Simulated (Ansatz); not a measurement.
# Ge5Pd: a trial structure relaxed, part 2 of 2

Where does this trial cell of Ge5Pd go when cell and atoms are let free?

Ansatz 0.2.0; DFT PBE, scalar-relativistic, plane waves, PAW. The steps go on from the part before.

**4. Final relaxation**

Input file input.yaml:

```yaml
crystal:
  lattice:
    - [0.0, 3.82427869, 3.82427869]
    - [3.82427869, 0.0, 3.82427869]
    - [3.82427869, 3.82427869, 0.0]
  atoms:
    - { symbol: Ge, position: [0.125, 0.625, 0.625] }
    - { symbol: Ge, position: [0.625, 0.625, 0.625] }
    - { symbol: Ge, position: [0.625, 0.125, 0.625] }
    - { symbol: Ge, position: [0.625, 0.625, 0.125] }
    - { symbol: Ge, position: [0.25, 0.25, 0.25] }
    - { symbol: Pd, position: [0.0, 0.0, 0.0] }
basis:
  ecutwfc: 420
kpoints:
  mp_grid: { grid: [8, 8, 8] }
hamiltonian:
  xc: pbe
scf:
  occupations: { method: gaussian, width: 0.1 }
output:
  forces: true
  stress: true
  eigenvalues: true
  write_density: true
  write_potential: true
  elf: true
  volumetric_format: npy
relax:
  adjacent_minimum: "off"
  f_tol: 0.01
  max_steps: 80
  cell: { stress_tol: 0.05 }
```

Launch:

```bash
> ansatz run input.yaml --threads 1 --pin off --max-ram 2560MiB --backend cpu --events-out ev --progress --plain --runs-dir out
```

The log of the run:

```text
Warning: RAYON_NUM_THREADS=1 ignored (pool sized by the plan → 1); use --threads N
Engine: ansatz 0.2.0, aarch64-unknown-linux-gnu
Pseudopotentials: kind: paw
Pseudopotential: Ge, paw, valence charge 14, recommended cutoff 420 eV (normal), Ge.paw.azcp
Pseudopotential: Pd, paw, valence charge 18, recommended cutoff 420 eV (normal), Pd.paw.azcp
Functional definition: PBE
  parameter kappa = 0.804
  parameter beta = 0.06672455060314922
  exchange = pbe_x(kappa = kappa, mu = beta*pi^2/3)
  correlation = pbe_c(beta = beta)
Crystal: 6 atoms, lattice volume = 111.861 Å³
Basis set: ecut = 420 eV, 2133 PW (Γ), exchange–correlation on 80×80×80 points (8 copies of the dense FFT grid, shifted against one another)
Bands: 53, of which v1, the nominal top of the filled ones, is band 44 counted from 1 (43 counted from 0)
Symmetry: 24 space group operations
Space group: F-43m (ITA 216), of the structure as read, at distance tolerance 4.8e-5 Å
k-points: 29 of 512 (time reversal used)
Non-local potential: Ge, projectors of the file, l = 0: 2, l = 1: 2, l = 2: 3, l = 3: 1
Non-local potential: Pd, projectors of the file, l = 0: 2, l = 1: 2, l = 2: 2, l = 3: 1
PAW form: soft (Blöchl's): semilocal exchange-correlation on the pseudo side does not see the compensation charge
PAW one-centre angular grid: Ge, 590 points (default); XC on 64 Gauss nodes
PAW one-centre angular grid: Pd, 590 points (default); XC on 64 Gauss nodes
Initial density: superposition of atomic densities (neutral atoms: chi_scale 0, normalization atom), corrected by the library's trained network
Initial wavefunctions: pseudopotential atomic-orbital guess
Functional: x = pbe(κ = 0.804, μ = 0.2195149727645171), c = pbe(β = 0.06672455060314922)
SCF iter   1: F=—  HF=-28445.412856 eV  |F-HF|=—  |Δ(HF+E_count)|=         —  Δρ=2.18e-3  dr2=9.63e-3  ethr=1.77e-3  ⟨swp⟩=5.9  Hψ=5162  notcnv=0  defer=4
preconditioner: auto → Kerker (q_TF=auto, 2.621 Å⁻¹)  [metal: Δε(μ)=0.066 eV  Ē_g=20.210 eV  σ=0.100 eV  W_gap=0.35  n_scr=26 (ndim 8)  ℏωp=31.4 eV  f_vac=0.000  D(μ)=3.54/eV (n_scr^D=26)]
SCF iter   2: F=—  HF=-28445.412659 eV  |F-HF|=—  |Δ(HF+E_count)|=   1.98e-4  Δρ=1.44e-3  dr2=4.77e-3  ethr=1.09e-5  ⟨swp⟩=2.0  Hψ=1995  notcnv=0  defer=5
SCF iter   3: F=—  HF=-28445.411639 eV  |F-HF|=—  |Δ(HF+E_count)|=   1.02e-3  Δρ=4.00e-4  dr2=2.64e-4  ethr=5.42e-6  ⟨swp⟩=2.0  Hψ=1863  notcnv=0  defer=5
SCF iter   4: F=—  HF=-28445.411529 eV  |F-HF|=—  |Δ(HF+E_count)|=   1.10e-4  Δρ=1.93e-4  dr2=2.13e-5  ethr=2.99e-7  ⟨swp⟩=2.0  Hψ=2615  notcnv=0  defer=5
SCF iter   5: F=—  HF=-28445.411519 eV  |F-HF|=—  |Δ(HF+E_count)|=   1.00e-5  Δρ=3.25e-5  dr2=1.54e-6  ethr=2.42e-8  ⟨swp⟩=2.0  Hψ=2599  notcnv=0  defer=5
SCF iter   6: F=—  HF=-28445.411519 eV  |F-HF|=—  |Δ(HF+E_count)|=   6.59e-8  Δρ=9.77e-6  dr2=1.74e-7  ethr=1.75e-9  ⟨swp⟩=2.1  Hψ=2697  notcnv=0  defer=5
SCF iter   7: F=-28445.411519 eV  HF=-28445.411519 eV  |F-HF|=9.94e-9  |Δ(HF+E_count)|=   1.17e-8  Δρ=3.40e-6  dr2=1.45e-8  ethr=1.14e-10  ⟨swp⟩=10.4  Hψ=8737  notcnv=0
SCF 1 converged in 7 iterations: F = -28445.411519 eV  dr2 = 1.45e-8
relax step   1: F+E_penalty+E_count = -28445.41151881 eV  Δ(F+E_penalty+E_count) = +0.000e0 eV  max|allowed force component| = 1.942e-2 eV/Å  Δτ_max = 0.0000 Å  P = +3.282 GPa  Ω = 111.861 Å³  (7 SCF iters, dr2 threshold 1.00e-7 eV, accepted)
Crystal: 6 atoms, lattice volume = 117.814 Å³
Basis set: ecut = 420 eV, 2277 PW (Γ), exchange–correlation on 80×80×80 points (8 copies of the dense FFT grid, shifted against one another)
Initial density: handed on by an earlier stage of this run
Initial wavefunctions: those handed on with the density
iter 1 solved again at ethr=1.91e-4 eV; its pass at ethr=3.10e-3 eV (dr2=1.69e-1 eV) is discarded
SCF iter   1: F=—  HF=-28445.482823 eV  |F-HF|=—  |Δ(HF+E_count)|=         —  Δρ=7.76e-3  dr2=1.70e-1  ethr=1.91e-4  ⟨swp⟩=1.2  Hψ=6695  notcnv=0
preconditioner: auto → Kerker (q_TF=auto, 2.599 Å⁻¹)  [metal: Δε(μ)=0.034 eV  Ē_g=20.006 eV  σ=0.100 eV  W_gap=0.19  n_scr=26 (ndim 8)  ℏωp=30.6 eV  f_vac=0.000  D(μ)=3.22/eV (n_scr^D=14)]
SCF iter   2: F=—  HF=-28445.466536 eV  |F-HF|=—  |Δ(HF+E_count)|=   1.63e-2  Δρ=3.48e-3  dr2=4.56e-2  ethr=1.91e-4  ⟨swp⟩=1.0  Hψ=1537  notcnv=0
SCF iter   3: F=—  HF=-28445.459725 eV  |F-HF|=—  |Δ(HF+E_count)|=   6.81e-3  Δρ=8.42e-4  dr2=3.14e-3  ethr=5.18e-5  ⟨swp⟩=1.0  Hψ=1537  notcnv=0
SCF iter   4: F=—  HF=-28445.459146 eV  |F-HF|=—  |Δ(HF+E_count)|=   5.79e-4  Δρ=2.49e-4  dr2=7.94e-5  ethr=3.57e-6  ⟨swp⟩=2.0  Hψ=1829  notcnv=0
SCF iter   5: F=—  HF=-28445.459101 eV  |F-HF|=—  |Δ(HF+E_count)|=   4.49e-5  Δρ=1.17e-4  dr2=1.85e-5  ethr=9.03e-8  ⟨swp⟩=2.0  Hψ=2626  notcnv=0
SCF iter   6: F=—  HF=-28445.459093 eV  |F-HF|=—  |Δ(HF+E_count)|=   8.76e-6  Δρ=3.98e-5  dr2=1.94e-6  ethr=2.11e-8  ⟨swp⟩=2.0  Hψ=2552  notcnv=0
SCF iter   7: F=-28445.459093 eV  HF=-28445.459093 eV  |F-HF|=1.69e-7  |Δ(HF+E_count)|=   4.70e-7  Δρ=1.08e-5  dr2=2.32e-7  ethr=6.82e-10  ⟨swp⟩=9.4  Hψ=9636  notcnv=0
SCF 2 converged in 7 iterations: F = -28445.459093 eV  dr2 = 2.32e-7
relax step   2: F+E_penalty+E_count = -28445.45909293 eV  Δ(F+E_penalty+E_count) = -4.757e-2 eV  max|allowed force component| = 1.026e-3 eV/Å  Δτ_max = 0.0019 Å  P = -0.489 GPa  Ω = 117.814 Å³  energy of the carried Pulay correction = -1.225e-3 eV  (7 SCF iters, dr2 threshold 6.00e-7 eV, accepted)
Crystal: 6 atoms, lattice volume = 117.006 Å³
iter 1 solved again at ethr=3.50e-6 eV; its pass at ethr=3.10e-3 eV (dr2=3.08e-3 eV) is discarded
SCF iter   1: F=—  HF=-28445.461010 eV  |F-HF|=—  |Δ(HF+E_count)|=         —  Δρ=1.08e-3  dr2=3.24e-3  ethr=3.50e-6  ⟨swp⟩=2.0  Hψ=5204  notcnv=0
preconditioner: auto → Kerker (q_TF=auto, 2.602 Å⁻¹)  [metal: Δε(μ)=0.028 eV  Ē_g=20.027 eV  σ=0.100 eV  W_gap=0.16  n_scr=26 (ndim 8)  ℏωp=30.7 eV  f_vac=0.000  D(μ)=3.44/eV (n_scr^D=26)]
SCF iter   2: F=—  HF=-28445.460735 eV  |F-HF|=—  |Δ(HF+E_count)|=   2.76e-4  Δρ=5.00e-4  dr2=8.97e-4  ethr=3.50e-6  ⟨swp⟩=1.0  Hψ=1537  notcnv=0
SCF iter   3: F=—  HF=-28445.460608 eV  |F-HF|=—  |Δ(HF+E_count)|=   1.26e-4  Δρ=1.23e-4  dr2=6.70e-5  ethr=1.02e-6  ⟨swp⟩=1.0  Hψ=1537  notcnv=0
SCF iter   4: F=—  HF=-28445.460587 eV  |F-HF|=—  |Δ(HF+E_count)|=   2.12e-5  Δρ=3.56e-5  dr2=1.57e-6  ethr=7.61e-8  ⟨swp⟩=2.4  Hψ=2152  notcnv=0
iter 5 did not close the SCF: its close was put off for the readings that it lacked (scf_convergence_deferred on its scf_iter line)
SCF iter   5: F=-28445.460586 eV  HF=-28445.460586 eV  |F-HF|=2.26e-7  |Δ(HF+E_count)|=   1.12e-6  Δρ=1.72e-5  dr2=3.74e-7  ethr=1.78e-9  ⟨swp⟩=2.0  Hψ=2629  notcnv=0
SCF iter   6: F=-28445.460586 eV  HF=-28445.460586 eV  |F-HF|=2.76e-9  |Δ(HF+E_count)|=   8.60e-8  Δρ=5.02e-6  dr2=3.43e-8  ethr=4.25e-10  ⟨swp⟩=5.6  Hψ=9385  notcnv=0
SCF 3 converged in 6 iterations: F = -28445.460586 eV  dr2 = 3.43e-8
relax step   3: F+E_penalty+E_count = -28445.46058607 eV  Δ(F+E_penalty+E_count) = -1.493e-3 eV  max|allowed force component| = 1.174e-4 eV/Å  Δτ_max = 0.0001 Å  P = -0.036 GPa  Ω = 117.006 Å³  energy of the carried Pulay correction = -1.063e-3 eV  (6 SCF iters, dr2 threshold 5.99e-7 eV, accepted)
Initial wavefunctions: pseudopotential atomic-orbital guess (no wavefunctions were taken with the density)
iter 1 solved again at ethr=6.16e-8 eV; its pass at ethr=3.10e-3 eV (dr2=5.42e-5 eV) is discarded
SCF iter   1: F=—  HF=-28445.453439 eV  |F-HF|=—  |Δ(HF+E_count)|=         —  Δρ=1.21e-3  dr2=3.70e-5  ethr=6.16e-8  ⟨swp⟩=3.0  Hψ=8531  notcnv=0
preconditioner: auto → Kerker (q_TF=auto, 2.602 Å⁻¹)  [metal: Δε(μ)=0.039 eV  Ē_g=20.028 eV  σ=0.100 eV  W_gap=0.22  n_scr=26 (ndim 8)  ℏωp=30.7 eV  f_vac=0.000  D(μ)=3.41/eV (n_scr^D=26)]
SCF iter   2: F=—  HF=-28445.459540 eV  |F-HF|=—  |Δ(HF+E_count)|=   6.10e-3  Δρ=6.13e-4  dr2=9.45e-6  ethr=4.21e-8  ⟨swp⟩=2.0  Hψ=1844  notcnv=0
SCF iter   3: F=—  HF=-28445.461601 eV  |F-HF|=—  |Δ(HF+E_count)|=   2.06e-3  Δρ=2.61e-5  dr2=1.38e-7  ethr=1.07e-8  ⟨swp⟩=2.0  Hψ=1789  notcnv=0
SCF iter   4: F=—  HF=-28445.461606 eV  |F-HF|=—  |Δ(HF+E_count)|=   4.96e-6  Δρ=3.56e-6  dr2=9.74e-9  ethr=1.56e-10  ⟨swp⟩=2.0  Hψ=2784  notcnv=0
SCF iter   5: F=—  HF=-28445.461606 eV  |F-HF|=—  |Δ(HF+E_count)|=  8.33e-10  Δρ=1.18e-6  dr2=2.06e-9  ethr=1.11e-11  ⟨swp⟩=2.0  Hψ=2663  notcnv=0
SCF iter   6: F=—  HF=-28445.461606 eV  |F-HF|=—  |Δ(HF+E_count)|=  1.09e-11  Δρ=4.12e-7  dr2=4.93e-10  ethr=2.34e-12  ⟨swp⟩=2.4  Hψ=2645  notcnv=0
SCF iter   7: F=-28445.461606 eV  HF=-28445.461606 eV  |F-HF|=4.37e-11  |Δ(HF+E_count)|=  2.18e-11  Δρ=1.35e-7  dr2=4.47e-11  ethr=1.00e-12  ⟨swp⟩=4.3  Hψ=6211  notcnv=0
SCF 4 converged in 7 iterations: F = -28445.461606 eV  dr2 = 4.47e-11
relax step   4: F+E_penalty+E_count = -28445.46160565 eV  Δ(F+E_penalty+E_count) = -1.020e-3 eV  max|allowed force component| = 1.401e-4 eV/Å  Δτ_max = 0.0000 Å  P = -0.036 GPa  Ω = 117.006 Å³  stress off target by 3.61e-2 GPa  SCF on the basis re-selected at this cell (its energy is not comparable with the rows above)  (7 SCF iters)
basis re-selected at this cell: Δ(F+E_penalty+E_count) = -1.020e-3 eV, ΔP = -0.000 GPa vs the last step (what re-selecting the basis moved, of the pressure what is left beyond the Pulay correction that the steps carried, after the strain that the cell walked since its last selection, with what the two solves' SCF thresholds leave and, on support functions, any second-order correction that the steps lacked; it is no measure of the basis error at this ecutwfc). This SCF's stress stands 3.61e-2 GPa from its target on what of the cell is left free (relax.cell.stress_tol is 5.00e-2 GPa) and its largest allowed force component is 1.40e-4 eV/Å (relax.f_tol is 1.00e-2 eV/Å): within both
SCF converged after 7 iterations
Free energy (F): -28445.461606 eV
Harris-Foulkes:  -28445.461606 eV  (|F-HF|=4.37e-11)
Internal energy: -28445.444524 eV  (E = F + TS)
E sigma→0 (E₀):  -28445.453065 eV
Entropy (-TS):   -0.017082 eV (-2.847 meV/atom)
Fermi energy:    11.286183 eV
--- Per-component energies (eV) ---
  E_band       = -842.881818
  E_kinetic    = 1063.941745
  E_local      = -13123.419519  (includes V_loc(G=0)·N_el)
  E_nonlocal   = 2294.150159
  E_hartree    = 5656.760068
  E_xc         = -544.878494
  E_vxc        = -531.543082  (∫ρ·V_xc dr)
  E_paw        = -13831.231289  (= ΣΔE_a)
  E_vpaw       = -1859.533441  (= ΣTr[D̂ρ^β])
  E_aug_tail   = 0.001707  (compensation charges beyond the density's cutoff)
  E_ewald      = -9960.768901
  E_smearing   = -0.017082  (= −TS)
  E_closure    = -0.000000  (closes the sum)
  Σ components = -28445.461606   (vs F -28445.461606, Δ=0.00e0)
--- Forces (eV/Å), atoms counted from 1 ---
  atom   1  Ge     0.00014009    -0.00014009    -0.00014009
  atom   2  Ge     0.00014009     0.00014009     0.00014009
  atom   3  Ge    -0.00014009     0.00014009    -0.00014009
  atom   4  Ge    -0.00014009    -0.00014009     0.00014009
  atom   5  Ge     0.00000000     0.00000000    -0.00000000
  atom   6  Pd     0.00000000     0.00000000     0.00000000
  max |Σ_I F_I| component: 5.21e-17 eV/Å
--- Stress (GPa, compression-positive) ---
       -0.036081      -0.000000      -0.000000
       -0.000000      -0.036081       0.000000
       -0.000000       0.000000      -0.036081
  P = ⅓ Tr σ = -0.0361 GPa (-0.361 kbar)
--- Band table (eV; the first three rows and the last of 29) ---
  k-point 0: bands = ["-72.4277", "-38.1921", "-38.1921", "-38.1921", "-13.6649", "-13.6649", "-13.6632", "-13.6632", "-13.6632", "-13.6423", "-13.5806", "-13.5806", "-13.5806", "-13.5799", "-13.5799", "-13.4948", "-13.4948", "-13.4948", "-13.4404", "-13.4404", "-13.4404", "-13.4322", "-13.4322", "-13.4113", "-13.4113", "-13.4113", "-13.3573", "-13.3573", "-13.3573", "-1.5815", "4.1634", "5.0019", "5.0019", "5.0019", "5.4107", "6.9791", "6.9791", "6.9791", "8.1672", "8.1672", "9.9944", "9.9944", "9.9944", "11.4165", "11.4165", "11.4786", "11.4786", "11.4786", "12.6742", "17.8115", "17.8115", "17.8115", "17.9869"]
  k-point 1: bands = ["-72.4277", "-38.1921", "-38.1921", "-38.1921", "-13.6650", "-13.6650", "-13.6633", "-13.6632", "-13.6632", "-13.6366", "-13.5796", "-13.5796", "-13.5789", "-13.5726", "-13.5726", "-13.4945", "-13.4928", "-13.4928", "-13.4418", "-13.4418", "-13.4404", "-13.4334", "-13.4334", "-13.4187", "-13.4120", "-13.4120", "-13.3646", "-13.3646", "-13.3573", "-1.4799", "3.5882", "4.4376", "4.8936", "4.8936", "6.0540", "7.0941", "7.0941", "7.7194", "8.3117", "8.3117", "9.7288", "9.8763", "9.8763", "10.8153", "10.8153", "11.3151", "12.4067", "12.4067", "13.5183", "16.9027", "16.9042", "16.9042", "17.8526"]
  k-point 2: bands = ["-72.4277", "-38.1921", "-38.1921", "-38.1921", "-13.6652", "-13.6652", "-13.6636", "-13.6632", "-13.6632", "-13.6228", "-13.5780", "-13.5780", "-13.5718", "-13.5510", "-13.5510", "-13.4939", "-13.4870", "-13.4870", "-13.4473", "-13.4473", "-13.4405", "-13.4391", "-13.4354", "-13.4354", "-13.4153", "-13.4153", "-13.3832", "-13.3832", "-13.3573", "-1.1834", "2.4562", "4.0941", "4.6825", "4.6825", "6.6827", "7.2876", "7.2876", "8.6987", "8.6987", "8.8252", "9.5612", "9.5612", "9.7137", "10.6902", "10.6902", "11.4174", "13.4958", "13.4958", "14.6497", "15.2806", "15.2806", "15.5737", "17.9569"]
  k-point 28: bands = ["-72.4277", "-38.1921", "-38.1921", "-38.1921", "-13.6663", "-13.6657", "-13.6643", "-13.6640", "-13.6624", "-13.5609", "-13.5609", "-13.5544", "-13.5543", "-13.4999", "-13.4998", "-13.4947", "-13.4917", "-13.4717", "-13.4693", "-13.4672", "-13.4667", "-13.4529", "-13.4520", "-13.4386", "-13.4382", "-13.4172", "-13.4172", "-13.4058", "-13.4056", "0.5227", "0.5782", "2.1077", "3.5049", "5.2352", "7.5152", "8.1132", "8.1468", "9.0840", "9.1232", "9.2111", "9.5669", "9.6507", "11.3507", "11.4183", "11.8225", "12.5647", "12.7623", "13.4194", "14.5058", "14.8661", "15.6556", "15.9448", "16.0976"]
--- Relaxed structure (3 steps of the walk, 3 accepted, 1 SCFs on fresh bases) ---
  F+E_penalty+E_count = -28445.46160565 eV   max|allowed force component| = 1.401e-4 eV/Å   (the final SCF, on the basis selected at the relaxed cell)
  cell:  # Å, volume = 117.0056 Å³
    - [-6.369215041119489e-35, 3.8820303300792194, 3.8820303300792194]
    - [3.8820303300792194, 1.1209818472370297e-33, 3.8820303300792194]
    - [3.8820303300792194, 3.8820303300792194, 1.2611045781416583e-33]
  atoms:
    - { symbol: Ge, position: [0.12459249327916078, 0.6251358355736131, 0.6251358355736131] }
    - { symbol: Ge, position: [0.6251358355736131, 0.6251358355736131, 0.6251358355736131] }
    - { symbol: Ge, position: [0.6251358355736131, 0.12459249327916078, 0.6251358355736131] }
    - { symbol: Ge, position: [0.6251358355736131, 0.6251358355736131, 0.12459249327916078] }
    - { symbol: Ge, position: [0.25, 0.25, 0.25] }
    - { symbol: Pd, position: [9.154849317003453e-21, 9.154849317003868e-21, -8.564213877196788e-21] }
```

It took 80 s on 1 thread of Arm Neoverse V1, shared host; peak memory 0.43 GiB.

The steps of the relaxation:

| step | E - E(step 1) (eV/cell) | largest force component (eV/Å) | pressure (GPa) | volume (Å³) |
| --- | --- | --- | --- | --- |
| 1 | 0.0000 | 0.0194 | 3.28 | 111.86 |
| 2 | -0.0476 | 0.0010 | -0.49 | 117.81 |
| 3 | -0.0491 | 0.0001 | -0.04 | 117.01 |
| 4 | -0.0501 | 0.0001 | -0.04 | 117.01 |

Step 1 is the start. Step 4 repeats the geometry before it on a plane-wave basis chosen anew for that cell, so its energy need not be comparable with the rows above.

Lengths and angles in the start's conventional setting:

|  | before | after | change |
| --- | --- | --- | --- |
| a (Å) | 7.649 | 7.764 | +1.5 % |
| b (Å) | 7.649 | 7.764 | +1.5 % |
| c (Å) | 7.649 | 7.764 | +1.5 % |
| volume (Å³/atom) | 18.64 | 19.50 | +4.6 % |
| shortest distance (Å) | 2.704 | 2.742 | +1.4 % |
| space group (0.01 Å) | F-43m | F-43m | same |

Forces and stress were held to the start's 24 operations: a distortion of lower symmetry was not tested.

Axes a, b and c in the maps are those of this run's conventional cell (a, b, c = 7.764, 7.764, 7.764 Å).

Density in a lattice plane of the grid's cell (edges 7.76 and 7.76 Å, at 0.125 of the third edge), which holds Ge.

Ten even steps from '0' (0.09 e/Å³) to '9' (36.96 e/Å³):
```
000000000000000000000000
000000000000003930000000
000000000000003930000000
000000000000000000000000
000000000000000000000000
000000000000000000000000
000000000000000000003930
000000000000000000003930
000000000000000000000000
000000000000000000000000
000000000000000000000000
003930000000000000000000
003930000000000000000000
000000000000000000000000
000000000000000000000000
000000000000000000000000
000000003930000000000000
000000003930000000000000
000000000000000000000000
000000000000000000000000
```
Columns run along the first of these edges and rows up along the second, over one cell in 24 and 20 even steps from the bottom left corner. Atoms in the plane (fractional): Ge at (0.13, 0.37), Ge at (0.63, 0.87), Ge at (0.37, 0.13), Ge at (0.87, 0.63).

ELF in the same plane.

Ten even steps from '0' (0.04) to '9' (0.44):
```
543223457778997469963234
332234544458960006984223
222479986448960006984322
323699998646996469987765
744799999744799999999999
964689999632356778996469
984468997422222348960006
985444543223332248960006
987775432234543236996479
999999742245754224799999
997469963234543223457778
960006984223332234544458
960006984322222479986448
996469987765323699998646
799999999999744799999744
356778996469964689999632
222348960006984468997422
332248960006985444543223
543236996479987775432234
754224799999999999742245
```
Columns run along the first of these edges and rows up along the second, over one cell in 24 and 20 even steps from the bottom left corner. Atoms in the plane (fractional): Ge at (0.13, 0.37), Ge at (0.63, 0.87), Ge at (0.37, 0.13), Ge at (0.87, 0.63).

Both are smooth fields of the valence electrons: close to the nuclei they are not physical.

**5. Changing settings: dr2_threshold 1.0e-09**

Input file input.yaml:

```yaml
crystal:
  lattice:
    - [0.0, 3.8820303301, 3.8820303301]
    - [3.8820303301, 0.0, 3.8820303301]
    - [3.8820303301, 3.8820303301, 0.0]
  atoms:
    - { symbol: Ge, position: [0.1245924933, 0.6251358356, 0.6251358356] }
    - { symbol: Ge, position: [0.6251358356, 0.6251358356, 0.6251358356] }
    - { symbol: Ge, position: [0.6251358356, 0.1245924933, 0.6251358356] }
    - { symbol: Ge, position: [0.6251358356, 0.6251358356, 0.1245924933] }
    - { symbol: Ge, position: [0.25, 0.25, 0.25] }
    - { symbol: Pd, position: [0.0, 0.0, 0.0] }
basis:
  ecutwfc: 420
kpoints:
  mp_grid: { grid: [8, 8, 8] }
hamiltonian:
  xc: pbe
scf:
  occupations: { method: gaussian, width: 0.1 }
  convergence: { dr2_threshold: 1.0e-09 }
output:
  forces: true
  eigenvalues: true
  stress: true
```

Launch:

```bash
> ansatz run input.yaml --threads 1 --pin off --max-ram 2560MiB --backend cpu --events-out ev --progress --plain --runs-dir out
```

The log of the run, cut to the lines that bear on the results:

```text
Warning: output.stress: scf.convergence.dr2_threshold = 1e-9 eV is looser than the 6e-10 eV advised for a printed stress (1e-10 eV for each atom of the cell: 6). What an SCF threshold leaves in a stress goes as its square root, and in the free energy as the threshold itself, and one [...]
Warning: RAYON_NUM_THREADS=1 ignored (pool sized by the plan → 1); use --threads N
[...]
Pseudopotentials: kind: paw
Pseudopotential: Ge, paw, valence charge 14, recommended cutoff 420 eV (normal), Ge.paw.azcp
Pseudopotential: Pd, paw, valence charge 18, recommended cutoff 420 eV (normal), Pd.paw.azcp
Functional definition: PBE
[...]
Crystal: 6 atoms, lattice volume = 117.006 Å³
Basis set: ecut = 420 eV, 2277 PW (Γ), exchange–correlation on 80×80×80 points (8 copies of the dense FFT grid, shifted against one another)
Bands: 53, of which v1, the nominal top of the filled ones, is band 44 counted from 1 (43 counted from 0)
Symmetry: 24 space group operations
Space group: F-43m (ITA 216), of the structure as read, at distance tolerance 4.9e-5 Å
k-points: 29 of 512 (time reversal used)
[...]
SCF iter   1: F=—  HF=-28445.463029 eV  |F-HF|=—  |Δ(HF+E_count)|=         —  Δρ=2.13e-3  dr2=1.11e-2  ethr=1.77e-3  ⟨swp⟩=6.0  Hψ=5119  notcnv=0  defer=5
[...]
SCF iter   8: F=-28445.461606 eV  HF=-28445.461606 eV  |F-HF|=1.78e-10  |Δ(HF+E_count)|=   3.28e-9  Δρ=7.66e-7  dr2=5.94e-10  ethr=1.14e-12  ⟨swp⟩=6.6  Hψ=7500  notcnv=0
[...]
SCF converged after 8 iterations
Free energy (F): -28445.461606 eV
[...]
E sigma→0 (E₀):  -28445.453065 eV
Entropy (-TS):   -0.017082 eV (-2.847 meV/atom)
Fermi energy:    11.286186 eV
[...]
--- Forces (eV/Å), atoms counted from 1 ---
  atom   1  Ge     0.00013994    -0.00013994    -0.00013994
  atom   2  Ge     0.00013994     0.00013994     0.00013994
  atom   3  Ge    -0.00013994     0.00013994    -0.00013994
  atom   4  Ge    -0.00013994    -0.00013994     0.00013994
  atom   5  Ge    -0.00000000     0.00000000    -0.00000000
  atom   6  Pd    -0.00000000     0.00000000    -0.00000000
[...]
--- Stress (GPa, compression-positive) ---
       -0.036085      -0.000000      -0.000000
       -0.000000      -0.036085       0.000000
       -0.000000       0.000000      -0.036085
  P = ⅓ Tr σ = -0.0361 GPa (-0.361 kbar)
--- Band table (eV; the first three rows and the last of 29) ---
[...]
```

Run time: 17 s. Hardware: 1 thread of Arm Neoverse V1, shared host; peak memory 0.41 GiB.

```
    run     ending  energy change  pressure (GPa)  gap (eV)  force (eV/Å)  cycles  time
 step 4  converged              0             0.0      0.00          0.00       -  80 s
variant  converged   0.0 meV/atom             0.0      0.00          0.00       8  17 s
```

With the changed convergence setting the energy agrees within 0.5 meV/atom.

**6. What came out**

This closing draws on all 2 parts. Changes of volume or cell count from the first structure of part 1.

| quantity | value |
| --- | --- |
| symmetry at the end (tolerance 0.05 Å) | space group F-43m (No. 216) |
| conventional cell | a = 7.764 Å, b = 7.764 Å, c = 7.764 Å, α = 90.00°, β = 90.00°, γ = 90.00° |
| volume | 19.50 Å³/atom |
| energy over the elements | +0.38 eV/atom |
| gap on the mesh | none (metal) |

What this shows: The space group F-43m (No. 216) is kept, and the volume per atom grows by 4.6 % from the first guess. The formation energy is positive, so the separate elements lie lower. No finished test with a distortion of lower symmetry is shown, so the end may be a saddle point. Other magnetic orders were not searched.
